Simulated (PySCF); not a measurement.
# CH9AsB2O: electronic excitations

Wanted: the electronic excitations of CH9AsB2O (`BCO[BH2-][AsH3+]`), by calculation.

The runs use PySCF 2.14.0, with density-fitted response routines of our own; the level of theory stands in each step. All values are computed, except where a source is named. Atoms are numbered from 0 throughout.

## Step 1: The molecule as given

14 atoms, charge 0, multiplicity 1; geometry from: GFN2-xTB.

Bonds of the start (Å): B0–C1 1.57, C1–O2 1.42, O2–B3 1.32, B0–H5 1.17, B0–H6 1.17, C1–H7 1.10, C1–H8 1.10, B3–H9 1.17, B3–H10 1.18, As4–H11 1.49, As4–H12 1.52, As4–H13 1.49.

The optimised geometry no longer has the bonds of the starting formula, so what follows describes that rearranged structure.

## Step 2: TDDFT and polarisability: B3LYP/def2-SVPD

What the job is given:

```
{"job": {"kind": "uv", "xc": "B3LYP", "basis": "def2-SVPD", "nstates": 8, "ntriplets": 3}, "charge": 0, "multiplicity": 1}
B     -1.792576     1.090437    -0.344359
C     -1.327259    -0.390668    -0.119214
O     -0.034876    -0.536566     0.455307
B      0.189846    -0.981911     1.675792
As     1.811229     0.392255    -1.425832
H     -2.844343     1.263808    -0.818942
H     -1.107512     1.983138    -0.038019
H     -2.062431    -0.940364     0.485433
H     -1.296583    -0.902054    -1.092190
H      1.312022    -1.017929     2.010307
H     -0.685363    -1.336125     2.387696
H      2.587506    -0.730283    -0.828949
H      3.073693     0.849363    -2.128440
H      2.175969     1.256426    -0.270626
```

With the program's defaults for keys left out, this is: TDDFT B3LYP/def2-SVPD, vertical, gas phase, core orbitals frozen in the response.

On the command line:

```bash
$ OMP_NUM_THREADS=1 python probes_run.py task.json out
```

The driver reads the jobs from task.json and runs them one after another.

Predict these results of the whole session: lowest singlet (B3LYP/def2-SVPD); brightest single state of those computed; lowest triplet.

As calculated:

| quantity | value |
| --- | --- |
| lowest singlet (B3LYP/def2-SVPD) | 4.52 eV (274 nm), f = 0.027 |
| brightest single state of those computed | state 7, 6.61 eV, f = 0.080 |
| lowest triplet | 4.42 eV |

The structure rearranged or came apart on optimisation; the results belong to the end geometry, not to the formula as drawn. The first singlet state (HOMO→LUMO 0.99) lies at 4.52 eV and is weak; of the 8 states computed, the strongest absorption comes from state 7 at 6.61 eV. The lowest triplet lies 0.10 eV below the lowest singlet (triplets in Tamm-Dancoff, singlets in full TDDFT).
